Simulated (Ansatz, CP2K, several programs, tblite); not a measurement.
Energy against volume for an ordered 4-atom cell of LiTlSe2 on the zincblende lattice (P-4m2), at fixed shape and fractional coordinates, computed by several methods (PBE and r2SCAN, where shown, with plane waves in Ansatz); the cell shown is that of r2SCAN. With free coordinates or axes held, a curve is too stiff, and on another method's shape its minimum isn't the method's own volume. The symmetry is P-4m2 (No. 115, tetragonal); a = 4.264 Å, c = 5.980 Å in the conventional setting, 27.18 Å³ an atom. Li has 4 Se at 2.53 Å; Se has 2 Li at 2.53 Å and 2 Tl at 2.68 Å; Tl has 4 Se at 2.68 Å. These are computed values for a spin-unpolarised cell that may be hypothetical; none is a measurement. Energies count from each curve's lowest point; fits are third-order Birch-Murnaghan.

Space group P-4m2 (No. 115). a = 4.264 Å, b = 4.264 Å, c = 5.980 Å, α = 90.00°, β = 90.00°, γ = 90.00°

| atom | site | symmetry | x | y | z |
| --- | --- | --- | --- | --- | --- |
| Li | 1a | -4m2 | 0.0000 | 0.0000 | 0.0000 |
| Se | 2g | 2mm. | 0.0000 | 0.5000 | 0.2292 |
| Tl | 1c | -4m2 | 0.5000 | 0.5000 | 0.5000 |

GFN1-xTB (tblite), on the shape of the cell shown, as a cluster of 32 atoms at the zone centre:
```tsv
V (Å³/atom)	E (meV/atom)
23.920	107.42
25.551	36.49
27.182	4.36
28.813	0.00
30.444	15.95
```
This method closes the gap of a crystal that DFT finds insulating, so its curve rests on a wrong state.
V₀ = 28.28 Å³ an atom and B₀ = 38 GPa.

PBE/SZV (CP2K), on the shape of the cell shown:
```tsv
V (Å³/atom)	E (meV/atom)
23.920	229.02
25.551	114.79
27.182	46.24
28.813	10.98
30.444	0.00
```
The lowest point is an end point, so the minimum isn't bracketed.

r2SCAN, on the shape of its own relaxed cell:
```
V (Å³/atom)  E (meV/atom)
     25.551         14.19
     26.366          3.37
     27.182          0.00
     27.997          2.90
     28.813         11.07
```
V₀ = 27.19 Å³ an atom and B₀ = 41 GPa.

Task: GFN2-xTB (tblite), on the shape of the cell shown, as a cluster of 32 atoms at the zone centre, gives
```csv
V (Å³/atom),E (meV/atom)
23.920,98.07
25.551,42.02
27.182,11.27
28.813,0.00
30.444,2.84
```
What equilibrium volume and bulk modulus follow?

Result: V₀ = 29.24 Å³ an atom and B₀ = 23 GPa.

Task: PBE, on the shape of its own relaxed cell, gives
```tsv
V (Å³/atom)	E (meV/atom)
26.345	12.53
27.186	2.95
28.026	0.00
28.867	2.62
29.708	9.91
```
What equilibrium volume and bulk modulus follow?

Result: V₀ = 28.03 Å³ an atom and B₀ = 35 GPa.

Spin-orbit coupling is left out; in compounds of Pb, Bi, Tl or Hg it can lower a gap by up to about 1 eV, split its edges or invert the bands.
